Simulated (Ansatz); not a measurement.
Runs of Ansatz 0.2.0 on TaF3. The structure is cubic, space group Pm-3m (No. 221). The conventional cell has a = 3.901 Å, b = 3.901 Å, c = 3.901 Å, α = 90.00°, β = 90.00°, γ = 90.00°. Ta (site symmetry m-3m) is surrounded by 6 F at 1.95 Å. Around F (site symmetry 4/mmm) lie 2 Ta at 1.95 Å. 

| task | level | cutoff (eV) | points for each segment of the path | gap on the mesh (eV) | pressure (GPa) |
| --- | --- | --- | --- | --- | --- |
| band structure | HSEsol | 420 | 4 | none | (b) |
| single point | r2SCAN0 | 500 | - | none | 20.3 |
| band structure | HSE03 | 420 | 4 | none | 22.4 |
| single point | r2SCAN50 | 500 | - | none | 18.2 |
| single point | PBEsol0 | 420 | - | none | (a) |

Alike in all rows: potentials or basis Ansatz PAW; no spin polarisation; cell as given; k mesh 4 × 4 × 4; smearing fermi-dirac 0.05 eV; the mesh is coarse, so values aren't converged.

**Question.** Fill in the values left out.

**Answer.** (a) 18.5; (b) 18.7.

Caveats: all runs use coarse meshes; so large a pressure means that the cell lies far from this level's equilibrium, or that cutoff or potentials fall short; the PAW data sets come from PBE, with cores solved anew for the run's functional, which leaves a small shift of forces and pressure; the thresholds are loose for stress; spin-orbit coupling is left out, which moves the levels of the heavy elements (some runs).

A k mesh can miss the band edges, and the runs leave out spin-orbit coupling on Ta.

A gap of «none» marks a metal or a gap under the smearing width.
